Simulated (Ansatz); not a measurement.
Born–Oppenheimer molecular dynamics of a periodic cell of 27 atoms, Cs$_{4}$Mg$_{3}$P$_{4}$O$_{16}$ (host CsMgPO4, host structure Pnma, one Mg atom removed). It starts from an unrelaxed structure (largest force component 1.74 eV/Å).

All numbers below come from DFT r2SCAN, scalar-relativistic, plane waves, PAW in Ansatz 0.2.0. Settings: accuracy low, cutoff 500 eV, k mesh 1x2x1, fermi-dirac smearing 0.05 eV, no spin polarisation.

```yaml
ensemble: NVT, Langevin thermostat
time_step: 1 fs
steps_asked: 150
set_temperature: 700 K
friction: 0.01 /fs
seed: 472604
```

Frames 10 fs apart, positions in Å.

Velocities at 70 fs (Å/ps):

```
Cs 0.72 0.99 0.81
Cs 3.38 -0.76 0.33
Cs 0.89 -1.44 1.16
Cs -0.43 -0.06 0.59
Mg -5.36 -8.94 4.50
Mg 3.96 4.69 -1.51
Mg 1.70 -5.10 1.10
P -3.76 -0.15 5.89
P -8.71 3.74 0.67
P 0.26 -2.47 -3.00
P 1.71 1.37 -5.22
O 0.82 -1.97 -3.32
O 1.05 5.40 -6.43
O 7.47 8.29 7.29
O -1.76 8.98 -1.33
O -5.87 -3.29 -0.63
O 1.68 -1.58 1.11
O 4.60 -2.82 -1.09
O 0.42 -1.34 8.03
O -0.39 10.90 -4.56
O 4.06 -4.19 3.16
O -1.14 2.48 -1.19
O -1.58 -5.42 1.82
O -1.84 -3.86 -0.82
O 1.09 4.48 -6.48
O -0.58 8.47 -8.62
O -5.77 3.91 -1.96
```

```xyz
27
Lattice="8.9327 0.0000 0.0000 0.0000 5.5277 0.0000 0.0000 0.0000 9.6487" Properties=species:S:1:pos:R:3 time_fs=70 energy_less_start_eV=1.298 T=435
Cs 4.247 1.315 6.797
Cs 0.210 4.089 1.890
Cs 9.012 1.305 7.604
Cs 4.311 4.251 2.917
Mg 1.547 3.870 5.690
Mg 7.421 1.544 4.107
Mg 6.002 4.200 8.936
P 1.720 1.139 4.022
P 2.579 4.249 8.822
P 6.468 1.520 0.700
P 7.019 4.219 5.628
O 2.131 1.511 2.601
O 2.046 4.060 7.388
O 6.895 1.782 2.142
O 6.584 4.399 7.077
O 2.320 -0.165 4.579
O 2.040 5.448 9.636
O 7.076 2.681 -0.158
O 6.349 2.967 4.939
O 6.825 5.420 4.797
O 6.954 0.190 0.232
O 2.087 3.148 9.746
O 2.004 2.295 5.005
O 0.233 0.993 4.068
O 4.168 4.389 8.781
O 4.970 1.708 0.564
O 8.567 3.912 5.702
27
Lattice="8.9327 0.0000 0.0000 0.0000 5.5277 0.0000 0.0000 0.0000 9.6487" Properties=species:S:1:pos:R:3 time_fs=80 energy_less_start_eV=1.314 T=416
Cs 4.250 1.331 6.807
Cs 0.244 4.093 1.894
Cs 9.020 1.294 7.614
Cs 4.309 4.253 2.925
Mg 1.489 3.822 5.711
Mg 7.421 1.590 4.084
Mg 6.027 4.162 8.942
P 1.692 1.137 4.059
P 2.540 4.290 8.834
P 6.476 1.513 0.680
P 7.046 4.202 5.606
O 2.142 1.465 2.610
O 2.090 4.120 7.398
O 6.963 1.835 2.191
O 6.571 4.484 7.062
O 2.250 -0.215 4.596
O 2.040 5.474 9.626
O 7.129 2.626 -0.166
O 6.379 2.976 5.022
O 6.796 5.507 4.748
O 6.965 0.107 0.271
O 2.091 3.122 9.694
O 2.049 2.222 5.028
O 0.194 0.952 4.059
O 4.104 4.403 8.711
O 4.951 1.782 0.498
O 8.492 3.959 5.685
27
Lattice="8.9327 0.0000 0.0000 0.0000 5.5277 0.0000 0.0000 0.0000 9.6487" Properties=species:S:1:pos:R:3 time_fs=90 energy_less_start_eV=0.982 T=591
Cs 4.268 1.348 6.823
Cs 0.286 4.108 1.904
Cs 9.028 1.277 7.634
Cs 4.304 4.247 2.929
Mg 1.434 3.867 5.698
Mg 7.367 1.641 4.066
Mg 6.066 4.136 8.918
P 1.681 1.097 4.078
P 2.587 4.329 8.858
P 6.493 1.524 0.692
P 7.037 4.239 5.624
O 2.139 1.399 2.708
O 2.087 4.182 7.438
O 6.953 1.823 2.140
O 6.582 4.514 7.049
O 2.180 -0.265 4.644
O 2.033 5.564 9.598
O 7.207 2.564 -0.209
O 6.408 2.977 5.094
O 6.715 5.469 4.762
O 6.948 0.083 0.265
O 2.135 3.084 9.605
O 2.160 2.183 5.111
O 0.153 0.959 4.057
O 4.043 4.423 8.641
O 4.962 1.841 0.460
O 8.561 3.928 5.656
27
Lattice="8.9327 0.0000 0.0000 0.0000 5.5277 0.0000 0.0000 0.0000 9.6487" Properties=species:S:1:pos:R:3 time_fs=100 energy_less_start_eV=1.221 T=572
Cs 4.297 1.369 6.837
Cs 0.327 4.131 1.923
Cs 9.039 1.262 7.667
Cs 4.295 4.238 2.930
Mg 1.422 3.930 5.682
Mg 7.293 1.679 4.039
Mg 6.100 4.114 8.879
P 1.657 1.054 4.157
P 2.635 4.363 8.874
P 6.485 1.522 0.681
P 7.041 4.313 5.662
O 2.183 1.349 2.764
O 1.964 4.258 7.443
O 6.926 1.803 2.103
O 6.596 4.518 7.061
O 2.156 -0.280 4.647
O 2.045 5.592 9.561
O 7.268 2.536 -0.258
O 6.377 2.947 5.125
O 6.621 5.435 4.773
O 6.896 0.105 0.244
O 2.171 3.047 9.578
O 2.248 2.163 5.153
O 0.119 1.040 4.033
O 4.171 4.451 8.613
O 5.029 1.902 0.452
O 8.587 3.880 5.609
27
Lattice="8.9327 0.0000 0.0000 0.0000 5.5277 0.0000 0.0000 0.0000 9.6487" Properties=species:S:1:pos:R:3 time_fs=110 energy_less_start_eV=1.494 T=557
Cs 4.330 1.393 6.843
Cs 0.356 4.147 1.951
Cs 9.043 1.257 7.705
Cs 4.285 4.235 2.925
Mg 1.468 3.936 5.671
Mg 7.195 1.694 3.982
Mg 6.149 4.114 8.825
P 1.658 1.104 4.200
P 2.675 4.367 8.838
P 6.519 1.556 0.627
P 7.060 4.290 5.659
O 2.255 1.323 2.806
O 1.862 4.328 7.503
O 6.912 1.755 2.113
O 6.617 4.553 7.102
O 2.166 -0.295 4.646
O 2.061 5.571 9.550
O 7.295 2.527 -0.274
O 6.364 2.991 5.158
O 6.531 5.475 4.756
O 6.829 0.125 0.235
O 2.255 3.053 9.573
O 2.247 2.134 5.097
O 0.142 1.153 4.035
O 4.277 4.498 8.632
O 5.090 1.956 0.407
O 8.452 3.883 5.580
27
Lattice="8.9327 0.0000 0.0000 0.0000 5.5277 0.0000 0.0000 0.0000 9.6487" Properties=species:S:1:pos:R:3 time_fs=120 energy_less_start_eV=1.064 T=680
Cs 4.373 1.417 6.866
Cs 0.389 4.169 1.977
Cs 9.043 1.255 7.748
Cs 4.259 4.236 2.926
Mg 1.488 3.901 5.673
Mg 7.117 1.670 3.967
Mg 6.178 4.107 8.807
P 1.691 1.125 4.144
P 2.731 4.363 8.784
P 6.557 1.574 0.604
P 6.981 4.271 5.633
O 2.352 1.294 2.825
O 1.877 4.379 7.506
O 6.887 1.704 2.108
O 6.674 4.590 7.079
O 2.166 -0.252 4.627
O 2.126 5.562 9.559
O 7.344 2.554 -0.290
O 6.339 3.018 5.144
O 6.470 5.451 4.759
O 6.783 0.090 0.259
O 2.357 3.128 9.565
O 2.214 2.209 5.116
O 0.164 1.273 4.096
O 4.231 4.507 8.659
O 5.060 2.063 0.365
O 8.523 3.907 5.570
27
Lattice="8.9327 0.0000 0.0000 0.0000 5.5277 0.0000 0.0000 0.0000 9.6487" Properties=species:S:1:pos:R:3 time_fs=130 energy_less_start_eV=1.247 T=630
Cs 4.414 1.431 6.886
Cs 0.424 4.193 1.992
Cs 9.056 1.258 7.779
Cs 4.236 4.229 2.902
Mg 1.472 3.864 5.696
Mg 7.070 1.599 3.972
Mg 6.190 4.101 8.827
P 1.697 1.140 4.099
P 2.738 4.375 8.733
P 6.495 1.573 0.605
P 6.964 4.260 5.603
O 2.458 1.251 2.762
O 1.975 4.362 7.449
O 6.869 1.690 2.072
O 6.755 4.584 7.061
O 2.156 -0.217 4.649
O 2.252 5.562 9.612
O 7.402 2.599 -0.264
O 6.234 2.957 5.094
O 6.426 5.429 4.766
O 6.720 0.090 0.252
O 2.430 3.144 9.602
O 2.208 2.291 5.121
O 0.176 1.388 4.131
O 4.204 4.474 8.639
O 5.118 2.142 0.345
O 8.547 3.977 5.542
27
Lattice="8.9327 0.0000 0.0000 0.0000 5.5277 0.0000 0.0000 0.0000 9.6487" Properties=species:S:1:pos:R:3 time_fs=140 energy_less_start_eV=1.464 T=623
Cs 4.460 1.450 6.910
Cs 0.448 4.220 1.990
Cs 9.073 1.260 7.798
Cs 4.205 4.228 2.881
Mg 1.435 3.862 5.702
Mg 7.036 1.482 4.007
Mg 6.181 4.101 8.915
P 1.723 1.182 4.089
P 2.706 4.379 8.769
P 6.447 1.579 0.596
P 6.997 4.226 5.543
O 2.473 1.206 2.740
O 2.071 4.325 7.351
O 6.852 1.720 2.087
O 6.799 4.529 7.091
O 2.109 -0.195 4.710
O 2.356 5.543 9.669
O 7.404 2.612 -0.191
O 6.175 2.924 5.063
O 6.399 5.446 4.758
O 6.636 0.156 0.203
O 2.411 3.143 9.630
O 2.232 2.256 5.062
O 0.214 1.461 4.101
O 4.313 4.435 8.574
O 5.140 2.223 0.323
O 8.442 4.063 5.476
```

Of the whole run (150 fs, mean temperature of the second half 587 K): The mean temperature of the second half is 16 % below the set value. A run of 0.15 ps of so small a system gives no equilibrium averages. The SCF threshold is loose, so the forces are noisy. Limits of this set-up: coarse k mesh, no spin, though dangling bonds at a vacancy may carry it, a small cell, in which the defect meets its images, a typed lattice constant that wasn't relaxed here, low accuracy level.

Run time: 16 min on 2 threads of Arm Neoverse V2 (shared host), peak memory 1.4 GiB.
